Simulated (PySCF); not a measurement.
# CoH6S6 ([Co(SH)6]2-): the cost of one run

Programs: PySCF 2.14.0, with routines of our own; each step states its level. All values are computed. Atoms count from 0.

## 1. The system as given

13 atoms, charge -2, states of the metal's open shell are computed; geometry from: model geometry, bond lengths from ionic radii.

## 2. Ligand-field states: state-averaged CASSCF in water

What the job is given:

```
{"job": {"kind": "lf", "basis": {"metal": "x2c-TZVPall", "ligand": "x2c-SVPall"}, "nevpt": true, "solvent": "water"}, "charge": -2, "metal": "Co", "open_shell": "d5"}
Co     0.000000     0.000000     0.000000
S      0.000000     0.000000     2.270000
H      1.320000     0.000000     2.520000
S      0.000000     0.000000    -2.270000
H     -1.320000     0.000000    -2.520000
S      2.270000     0.000000     0.000000
H      2.520000     1.320000     0.000000
S     -2.270000     0.000000     0.000000
H     -2.520000    -1.320000     0.000000
S      0.000000     2.270000     0.000000
H      0.000000     2.520000     1.320000
S     -0.000000    -2.270000     0.000000
H     -0.000000    -2.520000    -1.320000
```

Level: state-averaged CASSCF of the metal d shell, SC-NEVPT2 on the averaged canonical orbitals, state-interaction spin-orbit coupling.

Started as:

```sh
OMP_NUM_THREADS=1 python lf_run.py task.json out
```

This one command runs all jobs of the session in turn.

**Question.** How long does this first job take on 1 thread of Arm Neoverse V1, shared host, and how much memory does it need?

About 35 s, with a peak of 0.52 GiB.
